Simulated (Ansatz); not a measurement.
# Mg (Magnesium): the cost of one run

Program: Ansatz 0.2.0. Level of theory: DFT LDA, frozen-core PAW, scalar-relativistic unless said. These are calculated values, not measurements.

## 1. Starting point

Symmetry: P6_3/mmc, No. 194, hexagonal system. Conventional cell: a = 3.209 Å, b = 3.209 Å, c = 5.210 Å, α = 90.00°, β = 90.00°, γ = 120.00°. Mg (site symmetry -6m2) is surrounded by 12 Mg at 3.20 to 3.21 Å.

Structure file:

```cif
data_structure
_symmetry_space_group_name_H-M 'P6_3/mmc'
_symmetry_Int_Tables_number 194
_cell_length_a 3.2093
_cell_length_b 3.2093
_cell_length_c 5.2103
_cell_angle_alpha 90.000
_cell_angle_beta 90.000
_cell_angle_gamma 120.000
_cell_volume 46.47
loop_
_atom_site_label
_atom_site_type_symbol
_atom_site_symmetry_multiplicity
_atom_site_Wyckoff_symbol
_atom_site_fract_x
_atom_site_fract_y
_atom_site_fract_z
_atom_site_occupancy
Mg1 Mg 2 c 0.33333 0.66667 0.25000 1
```

Cartesian axes are those of the input's lattice vectors. The structure goes back to a database entry.

## 2. Cell and atoms relaxed, PAW

The input, input.yaml:

```yaml
crystal:
  lattice:
    - [3.20930000001, 0.0, 0.0]
    - [-1.60465000001, 2.77933532838, 0.0]
    - [0.0, 0.0, 5.2103]
  atoms:
    - { symbol: Mg, position: [0.333333333333, 0.666666666667, 0.25] }
    - { symbol: Mg, position: [0.666666666667, 0.333333333333, 0.75] }
kpoints:
  mp_grid: { grid: [18, 18, 10] }
scf:
  occupations: { method: fermi_dirac, width: 0.1 }
hamiltonian:
  xc: lda
  pseudopotentials: { kind: paw }
relax:
  f_tol: 0.002
  max_steps: 80
  cell: {}
output:
  forces: true
  stress: true
  write_density: true
  write_potential: true
  elf: true
  volumetric_format: npy
```

Started as:

```bash
$ ansatz run input.yaml --threads 1 --pin off --max-ram 3072MiB --backend cpu --events-out ev --progress --plain --runs-dir out
```

**Question.** How long does this run take on 1 thread of Intel Xeon Platinum 8375C at 2.90GHz (Ice Lake), shared host, and how much memory does it need?

About 18 s, with a peak of 0.44 GiB.
